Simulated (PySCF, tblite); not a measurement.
**C₇H₁₆BP: geometry, infrared bands and NMR shifts**

Aim: predict the infrared bands and NMR shifts of C₇H₁₆BP (`[BH3-][P@+]1(C(C)(C)C)C=C1C`).

Programs: tblite 0.8.0 and PySCF 2.14.0, with density-fitted response routines of our own. Each step states its level of theory. These are calculated values for one molecule in the gas phase, unless marked as measured. Atoms are numbered from 0 throughout.

### 1 The molecule as given

25 atoms, charge 0, multiplicity 1; geometry from: force field or distance geometry start.

Bonds of the start (Å): B0–P1 1.89, P1–C2 1.77, C2–C3 1.55, C2–C4 1.54, C2–C5 1.49, P1–C6 1.80, C6–C7 1.34, C7–C8 1.51, C7–P1 1.79, B0–H9 1.21, B0–H10 1.18, B0–H11 1.20, C3–H12 1.12, C3–H13 1.11, C3–H14 1.10, C4–H15 1.11, C4–H16 1.11, C4–H17 1.12, C5–H18 1.09, C5–H19 1.12, C5–H20 1.12, C6–H21 1.11, C8–H22 1.13, C8–H23 1.10, C8–H24 1.11.

### 2 Relaxing the molecule with GFN2-xTB

Job settings and geometry (Å):

```
{"job": {"kind": "relax", "xc": "GFN2-xTB", "basis": "xTB"}, "charge": 0, "multiplicity": 1}
B      1.161700     1.840700     1.340400
P      0.560000     0.244500     0.534400
C     -1.077100     0.102000    -0.111000
C     -1.615900     1.466400    -0.611800
C     -2.008900    -0.251500     1.065600
C     -1.309300    -0.940800    -1.154400
C      1.156100    -1.287700     1.266000
C      1.844500    -0.952600     0.167400
C      2.942400    -1.283800    -0.821300
H      0.224000     2.275500     1.965900
H      2.062100     1.574100     2.056100
H      1.480700     2.589900     0.455800
H     -2.706200     1.381400    -0.834200
H     -1.480000     2.133700     0.270500
H     -1.060700     1.815800    -1.492800
H     -3.079600    -0.142800     0.780000
H     -1.723300     0.411000     1.914800
H     -1.755100    -1.312300     1.312400
H     -0.552600    -1.012300    -1.932700
H     -2.261100    -0.660200    -1.666900
H     -1.561400    -1.919800    -0.665400
H      0.979900    -1.977600     2.112500
H      3.888200    -1.566500    -0.274800
H      2.667000    -2.122800    -1.480400
H      3.213900    -0.380100    -1.408300
```

The run is started by

```sh
> OMP_NUM_THREADS=1 python probes_run.py task.json out
```

One launch serves the whole session: the jobs run in the order shown.

**Question.** This job is followed by: GFN2-xTB harmonic vibrations, gas phase; GIAO PBE0/pcSseg-1 NMR shielding, non-relativistic, gas phase. What will the session give for the following? strongest single infrared mode (GFN2-xTB); zero-point energy (GFN2-xTB); ¹³C shifts against TMS (PBE0/pcSseg-1, means over atoms taken as alike); ¹H shifts against TMS (PBE0/pcSseg-1, means over atoms taken as alike); ¹¹B shifts against BF3·OEt2 (PBE0/pcSseg-1); ³¹P shifts against H3PO4 (PBE0/pcSseg-1).

As calculated:

| quantity | value |
| --- | --- |
| strongest single infrared mode (GFN2-xTB) | 1070 cm⁻¹, 230 km/mol |
| zero-point energy (GFN2-xTB) | 130.3 kcal/mol |
| ¹³C shifts against TMS (PBE0/pcSseg-1, means over atoms taken as alike) | 156.2, 129.3, 40.1, 28.1, 17.9 ppm |
| ¹H shifts against TMS (PBE0/pcSseg-1, means over atoms taken as alike) | 7.98, 2.63, 1.05, 0.97 ppm |
| ¹¹B shifts against BF3·OEt2 (PBE0/pcSseg-1) | -47.9 ppm |
| ³¹P shifts against H3PO4 (PBE0/pcSseg-1) | -110.6 ppm |

In words: Relaxing lowered the energy by 0.976 eV in 157 steps; the close pair that moved most is P1–C2, from 1.765 to 1.894 Å. All 69 modes are real, so the xTB geometry is a minimum. The strongest single mode, at 1070 cm⁻¹, moves mainly H10, H9 and H11. Unscaled tight-binding wavenumbers are off by several per cent, some by more. Its intensities can rank the bands wrongly. The most deshielded hydrogen is H21 (hydrogen on an alkene CH), at 7.98 ppm: olefinic region. At PBE0/pcSseg-1: The widest tensor belongs to P1: span 698 ppm, with a paramagnetic part of -540 ppm.
